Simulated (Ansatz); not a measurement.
# Ge: the cost of one run

Program: Ansatz 0.2.0. Level of theory: DFT PBEsol, scalar-relativistic. These are calculated values, not measurements.

### Step 1. The starting structure

Symmetry: Fd-3m, No. 227, cubic system. Conventional cell: a = 5.658 Å, b = 5.658 Å, c = 5.658 Å, α = 90.00°, β = 90.00°, γ = 90.00°. Ge (site symmetry -43m) is surrounded by 4 Ge at 2.45 Å.

Structure file:

```xyz
2
Lattice="0.0000 2.8288 2.8288 2.8288 0.0000 2.8288 2.8288 2.8288 0.0000" Properties=species:S:1:pos:R:3 pbc="T T T"
Ge    2.8288    2.8288    2.8288
Ge    4.2432    4.2432    4.2432
```

Atoms are numbered in the order of the input: Ge1, Ge2.

### Step 2. After the deformation

Space group Fd-3m before, R-3m after.

### Step 3. All-electron LAPW

The input, input.yaml:

```yaml
crystal:
  lattice:
    - [-0.0565754, 2.8004823, 2.8004823]
    - [2.8004823, -0.0565754, 2.8004823]
    - [2.8004823, 2.8004823, -0.0565754]
  atoms:
    - { symbol: Ge, position: [0.5, 0.5, 0.5] }
    - { symbol: Ge, position: [0.75, 0.75, 0.75] }
kpoints:
  mp_grid: { grid: [11, 11, 11] }
  band_path:
    path:
      - [0.0, 0.0, 0.0]
      - [0.5, 0.5, 0.5]
      - [0.2551801333, 0.5, 0.7448198667]
      - [-0.2551801333, 0.2551801333, 0.5]
      - [0.0, 0.0, 0.5]
      - [0.0, 0.0, 0.0]
      - [-0.3775900666, 0.0, 0.3775900666]
      - [0.0, 0.3775900666, 0.6224099334]
      - [0.0, 0.5, 0.5]
    npoints: 5
scf:
  occupations: { method: fermi_dirac, width: 0.05 }
hamiltonian:
  xc: pbesol
  pseudopotentials: { kind: all_electron, lapw: { basis_error: 0.0005 } }
output:
  forces: true
  stress: true
  eigenvalues: true
```

Launch:

```
> ansatz run input.yaml --threads 1 --pin off --max-ram 3072MiB --backend cpu --events-out ev --progress --plain --runs-dir out
```

What time and memory should one allow on 1 thread of Arm Neoverse V1, shared host?

About 67 s, with a peak of 0.66 GiB.
